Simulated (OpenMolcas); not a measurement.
# Pr³⁺ among point charges: CASSCF levels and susceptibility

Aim: the splitting of the states of Pr³⁺ in the field of 3 point charges, its lowest levels with spin-orbit coupling and its magnetic susceptibility.

The numbers are computed with OpenMolcas 26.06 (state-averaged CASSCF, spin-orbit coupling by RASSI with atomic mean-field integrals), except any that are marked as measured or tabulated.

### 1 What is computed

```
Species                           : Pr³⁺ (praseodymium, Z = 59, 56 electrons)
Basis                             : ANO-RCC-VDZP [7s6p4d2f1g], 68 functions
Scalar Hamiltonian                : DKH2, point nucleus
Inactive shells                   : 1s 2s 2p 3s 3p 3d 4s 4p 4d 5s 5p
Active space                      : 2 electrons in 7 orbitals (4f)
Some configurations of this space : 4f2
Orbitals                          : optimised for the highest spin of each parity, averaged over all roots
```

Outer shells as boxes (Hund's rule):

4f2
```
4f [↑ ][↑ ][  ][  ][  ][  ][  ]
```

The ion sits among 3 point charges of -1 e arranged as a planar triangle (D3h), 2.23 Å from the ion.

Each step is its own input file, run in one work folder so that later steps find the files of earlier ones. Labels, J, g values, rates, χT and fits are worked out afterwards by a script from the matrices that RASSI stores.

### 2 One- and two-electron integrals

a.inp reads:

```
&GATEWAY
Coord
1

Pr 0.0 0.0 0.0
Basis=ANO-RCC-VDZP
Group=NoSym
NoMove
AngMom=0.0 0.0 0.0
AMFI
XField
3 Angstrom 0
2.230000 0.000000 0.000000 -1.000000
-1.115000 1.931237 0.000000 -1.000000
-1.115000 -1.931237 0.000000 -1.000000
&SEWARD
```

Command:

```bash
$ OMP_NUM_THREADS=1 MOLCAS_MEM=2252 MOLCAS_PROJECT=a pymolcas a.inp > a.log
```

### 3 CASSCF: triplets, 21 roots

a.inp reads:

```
&RASSCF
FileOrb=start.orb
Symmetry=1
Spin=3
nActEl=2 0 0
Inactive=27
Ras2=7
CIRoot=21 21 1
SDav=21
CIMx=300
Iter=120 100
PrWF=0.3
OrbListing=Nothing
MaxOrb=0
>>> COPY $Project.JobIph JOB001
```

start.orb holds the contracted functions of the basis, ordered by shell, or the orbitals of the step before.

### 4 CASSCF: singlets, 28 roots

a.inp reads:

```
&RASSCF
FileOrb=start.orb
Symmetry=1
Spin=1
nActEl=2 0 0
Inactive=27
Ras2=7
CIRoot=28 28 1
SDav=28
CIMx=300
Iter=120 100
PrWF=0.3
OrbListing=Nothing
MaxOrb=0
CIOnly
>>> COPY $Project.JobIph JOB002
```

### 5 RASSI: spin-orbit coupling between the states

a.inp reads:

```
&RASSI
NrOfJobIphs=2 21 27
1 2 3 4 5 6 7 8 9 10 11 12 13 14 15 16 17 18 19 20 21
1 2 3 4 5 6 7 8 9 10 11 12 13 14 15 16 17 18 19 20 21 22 23 24 25 26 27
IphNames
JOB001
JOB002
EJob
SpinOrbit
DIPRint=1.0
SOCoupling=1000.0
Subsets=2
Property=9
'ANGMOM' 1 'ANGMOM' 2 'ANGMOM' 3 'MLTPL  1' 1 'MLTPL  1' 2 'MLTPL  1' 3
'AMFI' 1 'AMFI' 2 'AMFI' 3
SOProperty=3
'ANGMOM' 1 'ANGMOM' 2 'ANGMOM' 3
```

What does the calculation give? Wanted: spin-free ground state; first state of the same spin within the active space; lowest level; next level.

**Answer**, as computed:

| quantity | value |
| --- | --- |
| method | CASSCF |
| spin-free ground state | 3A2, 1-fold in its orbital part |
| first state of the same spin within the active space | 3E at 65.8 cm⁻¹ |
| lowest level | 1-fold A1 |
| next level | 93.6 cm⁻¹ |
| χT at 300 K | 1.51 cm³ K/mol |
| effective moment at 300 K | 3.48 μB |

The spin-free ground state (3A2) comes to 99 % from free-ion H terms and keeps the highest spin of the shell. The singlets rest on orbitals optimised for another spin in at least one step, which raises them against the optimised states. Not all states of the active space went into the spin-orbit step. This is an electrostatic model: the charges have no orbitals.
